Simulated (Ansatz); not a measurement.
Crystal: HfIn4SiO6.

```
Hf In Si O
1.0
     5.69867    0.00381    0.01559
    -0.70506    6.10815   -0.00575
    -2.73718   -1.39557    6.63076
Hf In Si O
1 4 1 6
Cartesian
  0.2972 -0.0900 0.8831
  -0.4860 5.0863 4.8335
  2.9601 -0.6377 3.2997
  -0.4663 2.2403 3.5350
  2.4974 2.6606 1.3677
  2.2933 1.4988 5.6832
  0.7088 1.2617 5.2639
  3.2588 1.4387 4.3619
  5.4139 1.6003 0.0368
  2.4594 2.8937 6.5395
  -0.6297 -0.1526 2.6118
  2.1007 0.3624 1.4524
```

The cell was built by a generator and needn't be a form met in nature.

* Program: Ansatz 0.2.0
* Task: relaxation of cell and atoms
* Functional: PBE
* Dispersion: D3(BJ)
* Potentials or basis: Ansatz PAW
* Cutoff: 420 eV (not typed: the program's choice for these potentials)
* k mesh: 4 × 4 × 3
* Occupations: fermi-dirac, width 0.05 eV
* Spin: no spin polarisation

At the start: volume 19.25 Å³/atom.

How do energy, volume and symmetry change on relaxing?

It ends after 12 steps and the volume is 18.18 Å³/atom (-5.6 %); space group P1 (No. 1, to 0.05 Å).

Step by step:
```tsv
step	energy change (eV)	largest force (eV/Å)	volume (Å³)
1	0.0000	0.0173	231.05
2	-0.0557	0.2483	217.68
3	-0.0718	0.1118	221.64
4	-0.0800	0.0613	220.34
5	-0.0853	0.0437	219.54
6	-0.0868	0.0308	219.11
7	-0.0869	0.0193	219.16
8	-0.0870	0.0089	219.16
9	-0.0685	0.0101	219.16
10	-0.0706	0.0235	218.40
11	-0.0713	0.0083	218.15
12	-0.0691	0.0084	218.15
```

Final structure:
```
Hf In Si O
1.0
     5.55533   -0.02045    0.07305
    -0.71352    6.04901    0.05783
    -2.59510   -1.29302    6.44582
Hf In Si O
1 4 1 6
Direct
  0.12569 0.01338 0.12947
  0.38694 0.99014 0.74023
  0.75999 0.00472 0.50131
  0.24001 0.48758 0.52549
  0.59982 0.49232 0.21830
  0.85882 0.44136 0.85131
  0.54141 0.38346 0.80100
  0.91416 0.39271 0.63869
  0.98993 0.26321 0.99980
  0.98330 0.69760 0.98190
  0.09825 0.06684 0.40030
  0.50167 0.10668 0.21219
```

Caveat: the plane-wave basis is chosen anew once the cell has moved, so the energies of steps on either side of that aren't comparable; the pressure holds a Pulay correction of +0.4 GPa for the finite cutoff.
